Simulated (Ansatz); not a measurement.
**La3Hf in Ansatz: convergence with k mesh**

The system is La3Hf.

```
Hf La
1.0
     5.04513    0.00000    0.00000
     0.00000    5.04513    0.00000
     0.00000    0.00000    5.04513
Hf La
1 3
Cartesian
  0.0000 0.0000 0.0000
  2.5226 2.5226 0.0000
  2.5226 0.0000 2.5226
  0.0000 2.5226 2.5226
```

The cell comes from a database or a generator and needn't be the stable form of this composition.

| Quantity | Value |
| --- | --- |
| Program | Ansatz 0.2.0 |
| Task | convergence study |
| Functional | PBEsol |
| Potentials or basis | PseudoDojo standard (PBEsol files) |
| Cutoff | 1497 eV (not typed: the program's choice for these potentials) |
| k mesh | 2 × 2 × 2 |
| Occupations | gaussian, width 0.05 eV |
| Spin | no spin polarisation |

These are the settings of the first run; the series varies k mesh, with any setting tied to it.

Hardware: 2 threads of Arm Neoverse V1 (shared host).

| k mesh | energy less the tightest run, at zero smearing (meV/atom) | pressure (GPa) | SCF cycles | CPU time (s) | peak memory (GiB) |
| --- | --- | --- | --- | --- | --- |
| 2 × 2 × 2 | 305.86 | -0.16 | 15 | 10 | 0.7 |
| 3 × 3 × 3 | -31.53 | -3.52 | 11 | 15 | 0.71 |
| 4 × 4 × 4 | -7.61 | -2.75 | 11 | 34 | 0.79 |
| 5 × 5 × 5 | 0.16 | -2.67 | 12 | 38 | 0.79 |
| 6 × 6 × 6 | -2.32 | -2.49 | 10 | 53 | 0.88 |
| 7 × 7 × 7 | 0.69 | -2.58 | 13 | 66 | 0.88 |
| 9 × 9 × 9 | 0.00 | -2.54 | 10 | 110 | 1 |

Against the tightest run, the energy stays within 1 meV/atom from 7 × 7 × 7 on; the pressure stays within 0.1 GPa from 6 × 6 × 6 on. Meshes of other sizes hit other points, so gaps and Fermi surfaces needn't settle smoothly. The tightest run that finished is the yardstick and may itself not be fully converged.

Spin-orbit coupling is left out, which matters for the levels of Hf, La.
